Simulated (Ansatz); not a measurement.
# AlH6NOSi: up Jacob's ladder to CCSD(T)

Aim: compute AlH6NOSi with functionals from several rungs and with coupled cluster, and see how far each lands from CCSD(T) at the basis-set limit for the atomisation energy.

Computed with Ansatz 0.2.0, Gaussian basis. Level: functionals in def2-TZVPP, the program's frozen cores in correlated methods.

Plan: LDA (SPW92), PBE-D4, revPBE-D4, BLYP-D4, r2SCAN-D4, B97M-V, PBE0-D4, B3LYP-D4, r2SCANh-D4, r2SCAN0-D4, HSE06-D4, BHLYP-D4, CAM-B3LYP-D4, LC-ωPBE, ωB97X-V, ωB97M-V, B2PLYP, PBE-QIDH; CCSD(T)/def2-SVP; CCSD(T)/def2-TZVPP; MP2/def2-QZVPP; extrapolation to the limit; RPA on PBE.

**1. Structure used throughout**

An earlier PBE0-D4 in a triple-zeta def2 set relaxation fixed the geometry.

10 atoms, charge 0, spin multiplicity 1.

Atoms are counted from 1 here; the program's logs count them from 0.

Bond lengths: N1–Al2 1.771 Å, N1–H5 1.008 Å, N1–H6 1.008 Å, Al2–Si3 2.466 Å, Al2–H7 1.589 Å, Si3–O4 1.666 Å, Si3–H8 1.498 Å, Si3–H9 1.490 Å, O4–H10 0.958 Å. Angles: Al2–N1–H5 125.3°, Al2–N1–H6 124.5°, H5–N1–H6 110.1°, N1–Al2–Si3 115.9°, N1–Al2–H7 117.2°, Si3–Al2–H7 126.9°, Al2–Si3–O4 112.2°, Al2–Si3–H8 111.5°, Al2–Si3–H9 112.0°, O4–Si3–H8 110.3°, O4–Si3–H9 104.5°, H8–Si3–H9 106.0°, Si3–O4–H10 116.4°.

Geometry (Å):

```xyz
10
AlH6NOSi
N    -0.4435    1.9498   -0.4859
Al    0.1614    0.9325    0.8310
Si    0.4981   -1.4484    0.2848
O    -0.1178   -1.8432   -1.2124
H    -0.6388    2.9360   -0.4170
H    -0.5883    1.6326   -1.4312
H     0.4076    1.6329    2.2358
H    -0.0819   -2.3413    1.3382
H     1.9428   -1.8011    0.1976
H    -1.0565   -1.7010   -1.3379
```

**2. LDA**

This LDA is Slater exchange with PW92 correlation.

File in.yaml:

```yaml
crystal:
  periodic: [false, false, false]
  atoms:
    - {symbol: N, position_ang: [-0.443456, 1.949836, -0.485909]}
    - {symbol: Al, position_ang: [0.161371, 0.932523, 0.830955]}
    - {symbol: Si, position_ang: [0.498125, -1.448376, 0.284802]}
    - {symbol: O, position_ang: [-0.117796, -1.843158, -1.212395]}
    - {symbol: H, position_ang: [-0.638774, 2.936041, -0.417004]}
    - {symbol: H, position_ang: [-0.588291, 1.632558, -1.431226]}
    - {symbol: H, position_ang: [0.407642, 1.632878, 2.235767]}
    - {symbol: H, position_ang: [-0.081863, -2.341329, 1.338209]}
    - {symbol: H, position_ang: [1.942764, -1.801076, 0.197565]}
    - {symbol: H, position_ang: [-1.056522, -1.700997, -1.337862]}
basis:
  gaussian: {orbitals: def2-TZVPP}
hamiltonian: {xc: lda}
output: {orbitals: {seedname: orbitals}}
```

Launch:

```
$ ansatz run in.yaml --threads 2 --pin off --events-out ev --progress --plain --max-ram 4352MiB
```

Further steps of the session: PBE-D4 (GGA); revPBE-D4 (GGA); BLYP-D4 (GGA); r2SCAN-D4 (meta-GGA); B97M-V (meta-GGA); PBE0-D4 (hybrid); B3LYP-D4 (hybrid); r2SCANh-D4 (hybrid); r2SCAN0-D4 (hybrid); HSE06-D4 (hybrid); BHLYP-D4 (hybrid); CAM-B3LYP-D4 (range-separated); LC-ωPBE (range-separated); ωB97X-V (range-separated); ωB97M-V (range-separated); B2PLYP (double hybrid); PBE-QIDH (double hybrid); CCSD(T) in def2-SVP; CCSD(T) in def2-TZVPP; MP2 in def2-QZVPP; RPA on PBE orbitals.

Before running them: what should the planned runs give, taken together? Wanted: atomisation energy, CCSD(T)/CBS; farthest beyond LDA; mean size of error, GGA; mean size of error, meta-GGA; mean size of error, hybrid; mean size of error, range-separated; mean size of error, double hybrid; gap, smallest and largest; T1 diagnostic.

As calculated:

```
                               quantity                                           value
        atomisation energy, CCSD(T)/CBS                                  771.1 kcal/mol
functionals within 3.9 kcal/mol (0.5 %)  PBE-D4, B97M-V, CAM-B3LYP-D4, ωB97X-V, ωB97M-V
                    farthest beyond LDA                       BHLYP-D4 (-24.7 kcal/mol)
                mean size of error, GGA                                    8.7 kcal/mol
           mean size of error, meta-GGA                                    2.8 kcal/mol
             mean size of error, hybrid                                   14.4 kcal/mol
    mean size of error, range-separated                                    3.6 kcal/mol
      mean size of error, double hybrid                                   15.5 kcal/mol
              gap, smallest and largest       3.85 eV (LDA (SPW92)), 10.46 eV (LC-ωPBE)
                          T1 diagnostic                                          0.0125
triples share of the correlation energy                                           3.4 %
```

LDA overbinds by 93.9 kcal/mol (12 %). PBE-D4 is off by -1.4 kcal/mol. Double hybrids carry the basis error of their MP2 part in triple zeta, and no dispersion term here, so their miss is partly the set-up's. The rungs meta-GGA, range-separated miss on average by less than the doubt on the reference (3.9 kcal/mol), so they tie. The reference freezes the cores and leaves out relativity and excitations past (T), so misses under about 3.9 kcal/mol can't be ranked. Hartree-Fock recovers 71 % of the binding; the rest is correlation. CCSD(T) in def2-SVP is off by -65.9 kcal/mol, more than most functionals: a good method in a small basis is no reference. Orbital gaps span 3.9 to 10.5 eV; exact exchange widens them.
